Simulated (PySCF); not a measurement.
# C3H9As: the cost of one run

Computed with PySCF 2.14.0 and routines of our own; the level stands in each step. Atoms count from 0.

## 1. The system as given

13 atoms, charge 0, multiplicity 1; geometry from: GFN2-xTB.

## 2. NMR shieldings: PBE/pcSseg-1 As:us-x2c-TZVPall-2c, spin–orbit

Job settings and geometry (Å):

```
{"job": {"xc": "PBE", "basis": {"default": "pcSseg-1", "As": "us-x2c-TZVPall-2c"}, "rel": "so", "kind": "hnmr"}, "charge": 0, "multiplicity": 1}
C     -0.422206     1.618592     0.391158
As    -0.210283    -0.212410     1.099820
C      1.593809    -0.527645     0.360460
C     -1.204436    -1.123404    -0.343173
H     -0.163395     1.655877    -0.665914
H      0.221478     2.309738     0.933409
H     -1.451671     1.953097     0.510917
H      1.632931    -0.254037    -0.692873
H      1.864585    -1.577945     0.459450
H      2.331472     0.062590     0.902410
H     -0.862168    -0.786031    -1.320347
H     -1.064417    -2.201388    -0.276580
H     -2.270087    -0.916549    -0.255057
```

Level: PBE/pcSseg-1 As:us-x2c-TZVPall-2c GIAO NMR shielding, X2C with spin-orbit coupling, screened-nuclear two-electron part, Gaussian nuclei, gas phase.

Command:

```sh
$ OMP_NUM_THREADS=1 python heavy_run.py task.json out
```

The driver reads the jobs from task.json and runs them one after another.

Q: Estimate the wall time and peak memory of this first job on 1 thread of Arm Neoverse N1, shared host.

About 45 s, with a peak of 1 GiB.
